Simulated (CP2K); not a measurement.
Runs of CP2K 2026.2 on HfIn4SiO6. The structure is monoclinic, space group C2 (No. 5). Conventional cell: a = 5.432 Å, b = 9.407 Å, c = 7.636 Å, α = 90.00°, β = 104.07°, γ = 90.00°. Around Hf (site symmetry 2) lie 6 O at 2.13 to 2.14 Å. Around In (site symmetry 2) lie 2 O at 2.73 Å and 4 In at 3.12 Å. In (site symmetry 2) is surrounded by 6 O at 2.23 Å. Around In (site symmetry 2) lie 2 O at 2.73 Å and 3 In at 3.07 to 3.12 Å. Around In (site symmetry 2) lie 2 O at 2.73 Å and 3 In at 3.07 to 3.12 Å. Si (site symmetry 2) has 6 O at 1.85 Å as nearest neighbours. O (site symmetry 1) has 1 Si at 1.85 Å as nearest neighbours. O (site symmetry 1) is surrounded by 1 Si at 1.85 Å. The cell was built by a generator and needn't be a form met in nature.

| task | level | potentials or basis | cell | k mesh | smearing | EPS_DEFAULT | NGRIDS | EXTRAPOLATION | optimiser | most steps | gap on the mesh (eV) | pressure (GPa) | relaxed volume (Å³/atom) | largest force (eV/Å) |
| --- | --- | --- | --- | --- | --- | --- | --- | --- | --- | --- | --- | --- | --- | --- |
| relaxation of cell and atoms | PBEsol | POTENTIAL_UZH Hf GTH-PBE-q12, In GTH-PBE-q13, Si GTH-PBE-q4, O GTH-PBE-q6; DZVP-MOLOPT-PBE-GTH basis | relaxed | 5 × 5 × 3 | fermi-dirac 0.05 eV | 1.0E-9 | 4 | USE_PREV_P | BFGS | 40 | none | 0.0 | (a) | 0.01 |
| relaxation of cell and atoms | LDA | GTH_POTENTIALS Hf GTH-PADE-q12, In GTH-PADE-q13, Si GTH-PADE-q4, O GTH-PADE-q6; DZVP-MOLOPT-PBE-GTH basis | relaxed | 5 × 5 × 3 | fermi-dirac 0.05 eV | 1.0E-9 | 4 | USE_PREV_P | BFGS | 40 | none | 0.0 | 14.25 | 0.02 |
| band structure | PBE | POTENTIAL_UZH Hf GTH-PBE-q12, In GTH-PBE-q13, Si GTH-PBE-q4, O GTH-PBE-q6; TZVP-MOLOPT-PBE-GTH basis | as given | 6 × 6 × 4 | fermi-dirac 0.1 eV | 1.0E-9 | 4 | - | - | - | none | -0.4 | - | 0.28 |
| band structure | SCAN | POTENTIAL_UZH Hf GTH-PBE-q12, In GTH-PBE-q13, Si GTH-PBE-q4, O GTH-PBE-q6; TZVP-MOLOPT-PBE-GTH basis | as given | 6 × 6 × 4 | fermi-dirac 0.05 eV | 1.0E-9 | 4 | - | - | - | none | -4.4 | - | - |
| band structure | PBEsol | POTENTIAL_UZH Hf GTH-PBE-q12, In GTH-PBE-q13, Si GTH-PBE-q4, O GTH-PBE-q6; TZVP-MOLOPT-PBE-GTH basis | as given | 6 × 6 × 4 | fermi-dirac 0.05 eV | 1.0E-9 | 4 | - | - | - | none | -4.0 | - | 0.34 |
| band structure | LDA | POTENTIAL_UZH Hf GTH-PBE-q12, In GTH-PBE-q13, Si GTH-PBE-q4, O GTH-PBE-q6; TZVP-MOLOPT-PBE-GTH basis | as given | 6 × 6 × 4 | fermi-dirac 0.05 eV | 1.0E-9 | 4 | - | - | - | none | (c) | - | (b) |
| band structure | RPBE | POTENTIAL_UZH Hf GTH-PBE-q12, In GTH-PBE-q13, Si GTH-PBE-q4, O GTH-PBE-q6; TZVP-MOLOPT-PBE-GTH basis | as given | 6 × 6 × 4 | fermi-dirac 0.05 eV | 1.0E-9 | 4 | - | - | - | none | 1.8 | - | 0.25 |
| band structure | PBE | POTENTIAL_UZH Hf GTH-PBE-q12, In GTH-PBE-q13, Si GTH-PBE-q4, O GTH-PBE-q6; TZVP-MOLOPT-PBE-GTH basis | as given | 6 × 6 × 4 | fermi-dirac 0.1 eV | 1.0E-10 | 5 | - | - | - | none | -0.4 | - | 0.28 |

Alike in all rows: no spin polarisation.

Question: Estimate the missing entries.

Answer: (a) 15.03; (b) 0.40; (c) -6.0.

Caveats: the basis of atomic orbitals isn't converged, which shifts pressures, moduli and gaps; the potentials were made for another functional, which shifts forces and pressure (some runs); the forces don't sum to zero, a sign of grid noise (some runs).

A k mesh can miss the band edges, and the runs leave out spin-orbit coupling on Hf, In.

A gap of «none» marks a metal or a gap under the smearing width.

Not every run made on this cell is shown here.
